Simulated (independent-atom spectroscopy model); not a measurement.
# X-ray reflectivity of AlAs/Si

Aim: the reflectivity curve of a film of AlAs on Si at 8047.8 eV, its critical edge and its fringes.

Method: specular X-ray reflectivity by Parratt recursion with Nevot-Croce roughness and Henke factors; layers from the top, each with the roughness of its top surface, no beam divergence or background; computed with independent-atom spectroscopy model, version 2.

## Step 1: The sample, from the top down

| layer | thickness (nm) | density (g/cm³) | roughness of its top (nm) |
| --- | --- | --- | --- |
| AlAs | 25.9 | 3.34 | 0.52 |
| Si | substrate | 2.33 | 0.8 |

## Step 2: The run

The inputs of this calculation:

```json
{
  "layers": ["AlAs", "Si"],
  "layer_density": [3.34, 2.33],
  "layer_thickness": [25.9, null],
  "layer_roughness": [0.52, 0.8],
  "photon_energy": 8047.8,
  "grazing_angle": [0.09, 0.13, 0.17, 0.21, 0.25, 0.29, 0.33, 0.37, 0.41, 0.45, 0.49, 0.53, 0.57, 0.61, 0.65, 0.69, 0.73, 0.77, 0.81, 0.85, 0.89, 0.93, 0.97, 1.01, 1.05, 1.09, 1.13, 1.17, 1.21, 1.25, 1.29, 1.33, 1.37, 1.41, 1.45, 1.49, 1.53, 1.57, 1.61, 1.65, 1.69, 1.73, 1.77, 1.81, 1.85, 1.89, 1.93, 1.97, 2.01, 2.05, 2.09, 2.13, 2.17, 2.21, 2.25, 2.29, 2.33, 2.37, 2.41, 2.45]
}
```

Units: layer_density in g/cm³, layer_thickness in nm, layer_roughness in nm, photon_energy in eV, grazing_angle in degrees.

Before running it: what results should come out? Wanted: angle of half reflection; minima past half reflection; their mean spacing, the first left out; reflectivity at 2.45°.

The runs gave:

| quantity | value |
| --- | --- |
| wavelength | 1.5406 Å |
| angle of half reflection | 0.254° |
| minima past half reflection | 8 |
| their mean spacing, the first left out | 0.167° |
| reflectivity at 2.45° (q = 3.49 1/nm) | 2.6e-07 |

What this shows: Past about 0.25° the stack reflects less than half of the beam. The fringe spacing of 0.167° compares with λ/2d = 0.170° for the total thickness of 25.9 nm, so the fringes measure the total thickness. From the first angle to the last the reflectivity drops by 6.6 orders of magnitude. A measurement adds beam divergence and background, which fill sharp minima.
